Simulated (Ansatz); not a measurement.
# AlBrH4OSi: a ladder of functionals and wavefunction methods

An exercise on one series of results from a longer session: the logs are not shown, and one member is left open.

Method: functionals in def2-TZVPP, the program's frozen cores in correlated methods; program: Ansatz 0.2.0, Gaussian basis.

Plan: PBE-D4, r2SCAN-D4, PBE0-D4, B3LYP-D4, ωB97X-V, ωB97M-V, B2PLYP; CCSD(T)/def2-TZVPP; MP2/def2-QZVPP; extrapolation to the limit.

## Structure used throughout

The geometry comes from an earlier relaxation with PBE0-D4 in a triple-zeta def2 set; it is a stationary point, not always the lowest conformer.

SMILES `[AlH2][O][SiH2]Br`, 8 atoms, charge 0, spin multiplicity 1.

Atoms are counted from 1 here; the program's logs count them from 0.

Bond lengths: Al1–O2 1.692 Å, Al1–H5 1.577 Å, Al1–H6 1.577 Å, O2–Si3 1.608 Å, Si3–Br4 2.227 Å, Si3–H7 1.480 Å, Si3–H8 1.480 Å. Angles: O2–Al1–H5 117.5°, O2–Al1–H6 117.5°, H5–Al1–H6 124.9°, Al1–O2–Si3 167.4°, O2–Si3–Br4 109.7°, O2–Si3–H7 111.0°, O2–Si3–H8 111.0°, Br4–Si3–H7 106.8°, Br4–Si3–H8 106.8°, H7–Si3–H8 111.4°.

The first run:

The input, in.yaml:

```yaml
crystal:
  periodic: [false, false, false]
  atoms:
    - {symbol: Al, position_ang: [-0.046020, 1.876884, 0.041347]}
    - {symbol: O, position_ang: [-0.197433, 0.199588, 0.200211]}
    - {symbol: Si, position_ang: [-0.091230, -1.401750, 0.102971]}
    - {symbol: Br, position_ang: [1.431409, -1.960290, -1.423556]}
    - {symbol: H, position_ang: [-0.974717, 2.596534, -1.010455]}
    - {symbol: H, position_ang: [0.985337, 2.607958, 0.983973]}
    - {symbol: H, position_ang: [-1.374230, -1.992942, -0.337425]}
    - {symbol: H, position_ang: [0.358883, -1.983081, 1.387134]}
basis:
  gaussian: {orbitals: def2-TZVPP}
hamiltonian: {xc: pbe, dispersion: d4}
output: {forces: true, orbitals: {seedname: orbitals}}
```

Run with:

```sh
ansatz run in.yaml --threads 4 --pin off --events-out ev --progress --plain --max-ram 10444MiB
```

Among the steps run: PBE-D4 (GGA); r2SCAN-D4 (meta-GGA); PBE0-D4 (hybrid); B3LYP-D4 (hybrid); ωB97X-V (range-separated); ωB97M-V (range-separated); B2PLYP (double hybrid); CCSD(T) in def2-TZVPP; MP2 in def2-QZVPP.

One of the session's tables, all rows but one given; the rest of the session is left out.

```
            method  atomisation energy (eV)
            PBE-D4                   25.976
         r2SCAN-D4                   26.363
           PBE0-D4                   25.776
          B3LYP-D4                   26.108
           ωB97X-V                   26.450
           ωB97M-V                   26.313
            B2PLYP                   25.937
     HF/def2-TZVPP                        ?
    MP2/def2-TZVPP                   26.135
   CCSD/def2-TZVPP                   25.379
CCSD(T)/def2-TZVPP                   25.686
           MP2/CBS                   26.987
       CCSD(T)/CBS                   26.538
```

Q: Estimate the row for HF/def2-TZVPP from the others.

The run gave: atomisation energy (eV): 19.900. In the column «atomisation energy (eV)» it is the lowest.
